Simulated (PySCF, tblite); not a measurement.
# C8H7OP: geometry, infrared bands and NMR shifts

Aim: predict the infrared bands and NMR shifts of C8H7OP (`C#Cc1pc(C)oc1C=C`).

The runs use tblite 0.8.0 and PySCF 2.14.0, with density-fitted response routines of our own; the level of theory stands in each step. All values are computed, except where a source is named. Atoms are numbered from 0 throughout.

### 1 Starting geometry

17 atoms, charge 0, multiplicity 1; geometry from: force field or distance geometry start.

Bonds of the start (Å): C0–C1 1.21, C1–C2 1.47, C2–P3 1.87, P3–C4 1.81, C4–C5 1.48, C4–O6 1.26, O6–C7 1.26, C7–C8 1.50, C8–C9 1.31, C7–C2 1.36, C0–H10 1.07, C5–H11 1.12, C5–H12 1.10, C5–H13 1.13, C8–H14 1.09, C9–H15 1.07, C9–H16 1.09.

### 2 Optimising the geometry with GFN2-xTB

The job: settings as JSON, then the geometry in Å.

```
{"job": {"kind": "relax", "xc": "GFN2-xTB", "basis": "xTB"}, "charge": 0, "multiplicity": 1}
C     -2.719600     2.764400     0.498200
C     -1.717500     2.100300     0.373500
C     -0.510300     1.273200     0.244600
P      1.276000     1.821900     0.361300
C      1.799600     0.112800     0.055700
C      3.188000    -0.394900    -0.033700
O      0.746300    -0.556500    -0.100300
C     -0.411100    -0.057100    -0.011900
C     -1.640100    -0.896400    -0.192600
C     -1.556600    -2.185300    -0.437700
H     -3.606700     3.352500     0.583500
H      3.721800    -0.316600     0.946700
H      3.221000    -1.438500    -0.395300
H      3.766800     0.294200    -0.711800
H     -2.614800    -0.416000    -0.114400
H     -2.391700    -2.839500    -0.568300
H     -0.557900    -2.606400    -0.507500
```

Launch:

```sh
$ OMP_NUM_THREADS=1 python probes_run.py task.json out
```

This one command runs all jobs of the session in turn.

**Question.** This job is followed by: GFN2-xTB harmonic vibrations, gas phase; GIAO PBE0/pcSseg-1 NMR shielding, non-relativistic, gas phase. Predict these results of the whole session: strongest single infrared mode (GFN2-xTB); zero-point energy (GFN2-xTB); 13C shifts against TMS (PBE0/pcSseg-1); 1H shifts against TMS (PBE0/pcSseg-1, means over atoms taken as alike); 31P shifts against H3PO4 (PBE0/pcSseg-1); 17O shifts against H2O (PBE0/pcSseg-1).

**Answer**, as computed:

| quantity | value |
| --- | --- |
| strongest single infrared mode (GFN2-xTB) | 1306 cm⁻¹, 43 km/mol |
| zero-point energy (GFN2-xTB) | 75.6 kcal/mol |
| 13C shifts against TMS (PBE0/pcSseg-1) | 206.2, 169.6, 132.0, 130.5, 121.3, 97.3, 81.6, 21.3 ppm |
| 1H shifts against TMS (PBE0/pcSseg-1, means over atoms taken as alike) | 7.27, 6.20, 5.65, 3.37, 2.94 ppm |
| 31P shifts against H3PO4 (PBE0/pcSseg-1) | 148.2 ppm |
| 17O shifts against H2O (PBE0/pcSseg-1) | 348.6 ppm |

What this shows: The optimisation took 37 steps and gained 1.030 eV; among the close pairs (by a distance rule), C2–P3 changed most, from 1.872 to 1.780 Å. The lowest mode is imaginary (77i cm⁻¹), so the xTB geometry is not a minimum. The strongest single mode, at 1306 cm⁻¹, has its largest shares on C7, C8 and C2 (the list is cut at 3 atoms). GFN2-xTB is a fitted tight-binding method: band positions and strengths are rough. Its intensities can rank the bands wrongly. At PBE0/pcSseg-1: Shielding is most anisotropic at P3 (span 456 ppm, paramagnetic term -798 ppm). NICS(1)zz of -20 ppm above the planar ring from C2 marks a diatropic (aromatic) ring current.
